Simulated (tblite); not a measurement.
# C2H8P2SSi2: the cost of one run

Computed with tblite 0.8.0 and PySCF 2.14.0, with density-fitted response routines of our own, on a single molecule, in the gas phase or a continuum. Atoms count from 0, in the outputs and in this text.

## (1) The starting structure

15 atoms, charge 0, multiplicity 1; geometry from: force field or distance geometry start.

Bonds of the start (Å): C0–C1 1.49, C1–S2 1.67, C1–Si3 1.86, Si3–P4 2.20, P4–Si5 2.20, Si5–P6 2.20, P6–Si3 2.22, C0–H7 1.10, C0–H8 1.10, C0–H9 1.09, Si3–H10 1.48, P4–H11 1.42, Si5–H12 1.48, Si5–H13 1.48, P6–H14 1.41.

## (2) Geometry optimisation with GFN2-xTB

Job settings and geometry (Å):

```
{"job": {"kind": "relax", "xc": "GFN2-xTB", "basis": "xTB"}, "charge": 0, "multiplicity": 1}
C     -2.829600     0.511500    -0.329000
C     -1.563600    -0.230400    -0.595600
S     -1.520300    -1.618100    -1.529500
Si     0.003100     0.363600     0.214800
P      1.750900     0.563300    -1.111200
Si     2.797200     0.106100     0.765300
P      1.110900    -1.166100     1.381800
H     -3.225300     0.238500     0.658900
H     -3.593400     0.288100    -1.082400
H     -2.664200     1.593300    -0.333700
H     -0.170000     1.585500     1.031400
H      1.719400    -0.753000    -1.634500
H      4.041400    -0.662100     0.563500
H      2.928000     1.304400     1.626300
H      1.211000    -2.116500     0.351800
```

Run with:

```console
$ OMP_NUM_THREADS=1 python probes_run.py task.json out
```

This one command runs all jobs of the session in turn.

Q: Estimate the wall time and peak memory of this first job on 1 thread of Intel Xeon Platinum 8259CL at 2.50GHz, shared host.

About 1.8 s, with a peak of 0.18 GiB.
